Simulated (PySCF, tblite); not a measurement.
# C₂H₈O₃Si₂: dynamics, then NMR shifts on frames, part 2 of 2

tblite 0.8.0 and PySCF 2.14.0. Atoms count from 0. Earlier steps stand in the parts before.

## 5. Nuclear shieldings: 625 fs, PBE0/pcSseg-1

What the job is given:

```
{"job": {"kind": "nmr", "xc": "PBE0", "basis": "pcSseg-1", "pop": false}, "charge": 0, "multiplicity": 1}
O      0.387100    -0.081100     1.936400
C     -0.105600    -0.298100     0.853700
C     -1.675300    -0.259100     0.521700
O     -2.199200     0.914700    -0.007600
Si    -1.707800     1.883700    -1.279000
O      0.575800    -0.606600    -0.263800
Si     2.267000    -0.841800    -0.409600
H     -2.082200    -0.567400     1.476300
H     -1.937300    -1.049800    -0.131700
H     -0.502700     2.682300    -0.859500
H     -2.986300     2.569700    -1.522900
H     -1.393200     1.025500    -2.446300
H      2.837900     0.475500    -0.425200
H      2.260500    -1.554300    -1.727600
H      2.598100    -1.882800     0.559600
```

With the program's defaults for keys left out, this is: GIAO PBE0/pcSseg-1 NMR shielding, non-relativistic, gas phase.

Output:

```text
coarse grid: 13640 points
cycle   1  E = -884.7892440212  dE =  8.088e-01  |g| = 1.107e+00  |ddm| = 3.433e+00
cycle   2  E = -884.3199572923  dE =  4.693e-01  |g| = 1.950e+00  |ddm| = 1.934e+00
cycle   3  E = -884.9969377435  dE = -6.770e-01  |g| = 2.631e-01  |ddm| = 1.347e+00
cycle   4  E = -885.0074920327  dE = -1.055e-02  |g| = 1.206e-01  |ddm| = 2.311e-01
cycle   5  E = -885.0099683717  dE = -2.476e-03  |g| = 1.835e-02  |ddm| = 7.363e-02
cycle   6  E = -885.0100291590  dE = -6.079e-05  |g| = 6.883e-03  |ddm| = 1.879e-02
cycle   7  E = -885.0100368677  dE = -7.709e-06  |g| = 1.863e-03  |ddm| = 4.962e-03
final grid: 122872 points
cycle   8  E = -885.0810836958  dE = -6.542e-06  |g| = 1.348e-02  |ddm| = 1.737e-02
cycle   9  E = -885.0810289162  dE =  5.478e-05  |g| = 2.222e-02  |ddm| = 1.922e-02
cycle  10  E = -885.0811127487  dE = -8.383e-05  |g| = 2.405e-03  |ddm| = 1.277e-02
cycle  11  E = -885.0811137647  dE = -1.016e-06  |g| = 4.437e-04  |ddm| = 1.570e-03
cycle  12  E = -885.0811137991  dE = -3.447e-08  |g| = 1.065e-04  |ddm| = 3.671e-04
cycle  13  E = -885.0811138016  dE = -2.496e-09  |g| = 2.372e-05  |ddm| = 1.002e-04
cycle  14  E = -885.0811138018  dE = -1.096e-10  |g| = 7.362e-06  |ddm| = 2.394e-05
converged SCF energy = -885.0811138018

GIAO shielding tensors (ppm)
atom      isotropic    diamagn.    paramagn.     s11        s22        s33       span
  0 O     -133.647     402.708    -536.355   -376.806   -275.095    250.959    627.766
  1 C        7.441     252.937    -245.495    -94.312     48.741     67.894    162.206
  2 C      112.768     243.022    -130.253     95.239    105.863    137.203     41.964
  3 O      332.774     391.264     -58.490    260.513    342.724    395.084    134.570
  4 Si     380.057     878.725    -498.668    341.183    345.022    453.965    112.782
  5 O      135.689     403.889    -268.200     -5.630    197.240    215.457    221.087
  6 Si     381.841     880.350    -498.509    344.797    354.437    446.290    101.493
  7 H       27.662      28.264      -0.602     24.199     27.680     31.105      6.906
  8 H       27.879      31.302      -3.423     24.723     27.039     31.874      7.150
  9 H       26.124      29.637      -3.513     23.264     24.868     30.239      6.975
 10 H       26.402      27.852      -1.449     22.745     24.824     31.637      8.892
 11 H       26.313      30.144      -3.831     23.650     25.156     30.132      6.482
 12 H       26.663      30.251      -3.588     23.141     25.353     31.494      8.353
 13 H       26.467      29.519      -3.052     23.235     25.552     30.615      7.380
 14 H       26.309      29.269      -2.960     23.205     24.984     30.738      7.532
```

It took 37 s on 1 thread of Arm Neoverse N1, shared host; peak memory 0.82 GiB.

In short: δ C1 179.5, C2 74.2, O0 469.7, O5 200.4, H9 5.59, H14 5.41 ppm.

## 6. Shielding tensors: 800 fs, PBE0/pcSseg-1

What the job is given:

```
{"job": {"kind": "nmr", "xc": "PBE0", "basis": "pcSseg-1", "pop": false}, "charge": 0, "multiplicity": 1}
O      0.156900    -0.659600     1.909900
C     -0.180700    -0.619800     0.730600
C     -1.649500    -0.451100     0.254900
O     -2.007000     0.833000    -0.144500
Si    -1.243700     1.987700    -0.987100
O      0.684900    -0.703700    -0.280300
Si     2.334100    -0.923000    -0.318300
H     -2.355500    -0.569100     1.113100
H     -1.731500    -1.121400    -0.560400
H     -0.235300     2.755200    -0.211800
H     -2.368500     2.795100    -1.453300
H     -0.608500     1.467700    -2.168000
H      2.827900    -0.182900     0.776200
H      2.805400    -0.345400    -1.630200
H      2.539300    -2.379100    -0.291900
```

Level: GIAO PBE0/pcSseg-1 NMR shielding, non-relativistic, gas phase.

Output:

```text
coarse grid: 13640 points
cycle   1  E = -884.7862431376  dE =  9.459e-01  |g| = 1.117e+00  |ddm| = 3.447e+00
cycle   2  E = -884.2675192891  dE =  5.187e-01  |g| = 2.011e+00  |ddm| = 1.963e+00
cycle   3  E = -884.9919315702  dE = -7.244e-01  |g| = 3.169e-01  |ddm| = 1.412e+00
cycle   4  E = -885.0083320182  dE = -1.640e-02  |g| = 1.162e-01  |ddm| = 2.568e-01
cycle   5  E = -885.0106172222  dE = -2.285e-03  |g| = 1.782e-02  |ddm| = 7.273e-02
cycle   6  E = -885.0106744164  dE = -5.719e-05  |g| = 6.761e-03  |ddm| = 1.758e-02
cycle   7  E = -885.0106819585  dE = -7.542e-06  |g| = 1.892e-03  |ddm| = 4.762e-03
final grid: 122872 points
cycle   8  E = -885.0819999132  dE = -5.411e-06  |g| = 1.414e-02  |ddm| = 2.101e-02
cycle   9  E = -885.0819289629  dE =  7.095e-05  |g| = 2.449e-02  |ddm| = 2.119e-02
cycle  10  E = -885.0820317174  dE = -1.028e-04  |g| = 3.114e-03  |ddm| = 1.445e-02
cycle  11  E = -885.0820334387  dE = -1.721e-06  |g| = 3.888e-04  |ddm| = 1.956e-03
cycle  12  E = -885.0820334652  dE = -2.646e-08  |g| = 1.022e-04  |ddm| = 3.434e-04
cycle  13  E = -885.0820334674  dE = -2.243e-09  |g| = 2.589e-05  |ddm| = 1.005e-04
cycle  14  E = -885.0820334675  dE = -1.141e-10  |g| = 9.664e-06  |ddm| = 2.419e-05
converged SCF energy = -885.0820334675

GIAO shielding tensors (ppm)
atom      isotropic    diamagn.    paramagn.     s11        s22        s33       span
  0 O     -179.548     402.333    -581.881   -477.696   -318.025    257.076    734.772
  1 C        4.994     251.382    -246.388   -106.264     52.150     69.096    175.360
  2 C      112.609     241.961    -129.353     96.880    112.147    128.798     31.919
  3 O      338.767     392.428     -53.661    281.885    339.309    395.107    113.222
  4 Si     393.168     879.494    -486.326    349.108    354.078    476.317    127.209
  5 O      156.361     403.766    -247.405     20.469    199.083    249.531    229.061
  6 Si     388.359     880.444    -492.085    348.361    370.649    446.069     97.708
  7 H       25.940      27.022      -1.082     20.969     25.357     31.494     10.525
  8 H       27.868      29.751      -1.883     24.710     27.844     31.050      6.340
  9 H       26.669      29.947      -3.278     23.970     24.987     31.052      7.082
 10 H       26.838      28.610      -1.772     23.269     25.093     32.152      8.882
 11 H       27.077      31.159      -4.082     24.006     26.075     31.152      7.146
 12 H       26.728      30.735      -4.007     23.502     25.615     31.065      7.563
 13 H       26.257      29.123      -2.866     23.110     25.408     30.254      7.145
 14 H       26.543      28.729      -2.186     23.061     24.896     31.673      8.611
```

Run time: 36 s. Hardware: 1 thread of Arm Neoverse N1, shared host; peak memory 0.82 GiB.

Key values: δ C1 181.9, C2 74.3, O0 515.6, O5 179.7, H7 5.78, H13 5.46 ppm.

## 7. Nuclear shieldings: 1000 fs, PBE0/pcSseg-1

What the job is given:

```
{"job": {"kind": "nmr", "xc": "PBE0", "basis": "pcSseg-1", "pop": false}, "charge": 0, "multiplicity": 1}
O     -0.318200    -0.804400     1.846700
C     -0.343700    -0.584300     0.691800
C     -1.618300    -0.050500     0.037600
O     -1.461300     1.243400    -0.390800
Si    -0.182900     2.147300    -0.841500
O      0.616900    -0.804500    -0.204700
Si     2.269700    -1.053500    -0.115900
H     -2.363800    -0.064600     0.809900
H     -1.953400    -0.741500    -0.746600
H      0.947900     2.143800     0.069200
H     -0.843700     3.439400    -0.735900
H      0.282000     1.748500    -2.209300
H      2.913600     0.303000    -0.030800
H      2.491200    -1.631400    -1.404100
H      2.650800    -1.753500     1.082900
```

With the program's defaults for keys left out, this is: GIAO PBE0/pcSseg-1 NMR shielding, non-relativistic, gas phase.

Output:

```text
coarse grid: 13640 points
cycle   1  E = -884.8074712709  dE =  1.072e+00  |g| = 1.084e+00  |ddm| = 3.471e+00
cycle   2  E = -884.4259387735  dE =  3.815e-01  |g| = 1.812e+00  |ddm| = 1.846e+00
cycle   3  E = -885.0043242295  dE = -5.784e-01  |g| = 2.311e-01  |ddm| = 1.275e+00
cycle   4  E = -885.0122283596  dE = -7.904e-03  |g| = 1.060e-01  |ddm| = 1.971e-01
cycle   5  E = -885.0141383626  dE = -1.910e-03  |g| = 1.514e-02  |ddm| = 6.756e-02
cycle   6  E = -885.0141748856  dE = -3.652e-05  |g| = 6.504e-03  |ddm| = 1.477e-02
cycle   7  E = -885.0141817796  dE = -6.894e-06  |g| = 1.493e-03  |ddm| = 4.579e-03
final grid: 122872 points
cycle   8  E = -885.0850017704  dE = -1.037e-05  |g| = 1.290e-02  |ddm| = 1.987e-02
cycle   9  E = -885.0849564152  dE =  4.536e-05  |g| = 2.071e-02  |ddm| = 1.827e-02
cycle  10  E = -885.0850284337  dE = -7.202e-05  |g| = 2.087e-03  |ddm| = 1.188e-02
cycle  11  E = -885.0850291826  dE = -7.490e-07  |g| = 3.678e-04  |ddm| = 1.360e-03
cycle  12  E = -885.0850292060  dE = -2.333e-08  |g| = 8.825e-05  |ddm| = 3.049e-04
cycle  13  E = -885.0850292076  dE = -1.668e-09  |g| = 2.468e-05  |ddm| = 9.338e-05
cycle  14  E = -885.0850292078  dE = -1.100e-10  |g| = 9.349e-06  |ddm| = 2.338e-05
converged SCF energy = -885.0850292078

GIAO shielding tensors (ppm)
atom      isotropic    diamagn.    paramagn.     s11        s22        s33       span
  0 O     -126.878     402.621    -529.499   -412.271   -239.792    271.428    683.699
  1 C       18.152     251.668    -233.516    -85.463     65.011     74.907    160.371
  2 C      115.240     243.077    -127.838     96.613    110.564    138.543     41.930
  3 O      342.212     393.515     -51.303    284.470    343.691    398.474    114.004
  4 Si     388.015     879.405    -491.390    345.726    354.058    464.262    118.536
  5 O      179.697     403.629    -223.932     54.475    215.485    269.130    214.655
  6 Si     393.383     880.361    -486.978    358.510    366.502    455.137     96.627
  7 H       27.733      29.368      -1.635     23.881     26.967     32.352      8.471
  8 H       27.266      28.758      -1.492     24.897     26.078     30.822      5.925
  9 H       26.878      31.674      -4.797     23.862     26.618     30.153      6.290
 10 H       26.742      28.930      -2.188     22.782     25.158     32.285      9.502
 11 H       26.275      29.544      -3.270     23.696     24.289     30.840      7.144
 12 H       26.115      29.703      -3.589     22.478     25.877     29.989      7.510
 13 H       27.204      29.970      -2.766     23.622     25.695     32.295      8.674
 14 H       26.500      29.351      -2.851     23.293     25.009     31.198      7.905
```

Run time: 36 s. Hardware: 1 thread of Arm Neoverse N1, shared host; peak memory 0.82 GiB.

Key values: δ C1 168.8, C2 71.7, O0 463.0, O5 156.4, H12 5.60, H11 5.44 ppm.

## 8. Comparing the runs: NMR shifts

Shifts (ppm) of some atoms, chosen among heavy atoms and hydrogens apart, with basis size and wall time:

```tsv
frame	C1	H8	H7	O0	O5	Si6	Si4	functions	time
250 fs	182.3	4.59	4.46	477.8	194.2	-31.1	-41.5	173	37 s
425 fs	177.5	5.21	6.58	470.4	173.2	-35.3	-38.3	173	36 s
625 fs	179.5	3.84	4.06	469.7	200.4	-32.7	-30.9	173	37 s
800 fs	181.9	3.85	5.78	515.6	179.7	-39.2	-44.0	173	36 s
1000 fs	168.8	4.45	3.98	463.0	156.4	-44.2	-38.9	173	36 s
```

## 9. What came out

What follows sums up all 2 parts.

| quantity | value |
| --- | --- |
| thermostat | 300 K |
| mean temperature, second half | 279 K |
| mean potential energy above the minimum | 0.39 eV |
| 13C shifts against TMS (PBE0/pcSseg-1, 250 fs) | 182.3, 67.5 ppm |
| 1H shifts against TMS (PBE0/pcSseg-1, 250 fs) | 5.83, 5.61, 5.29, 5.23, 5.17, 4.85, 4.59, 4.46 ppm |
| 17O shifts against H2O (PBE0/pcSseg-1, 250 fs) | 477.8, 194.2, 0.4 ppm |
| 29Si shifts against TMS (PBE0/pcSseg-1, 250 fs) | -31.1, -41.5 ppm |
| range of the shift of O0 | 463.0 to 515.6 ppm |

In words: In the second half the potential energy averages 0.39 eV above the minimum; equipartition over 39 harmonic modes at 300 K would give 0.50 eV. With 15 atoms the temperature swings widely (162 to 393 K). Shifts at one fixed geometry are not the observed spectrum, which averages over the motion. In the first frame run (250 fs): The largest span, 703 ppm, is at O0, where the paramagnetic term is -544 ppm. Across the 5 runs the shift of O0 moves most, between 463.0 (1000 fs) and 515.6 ppm (800 fs).
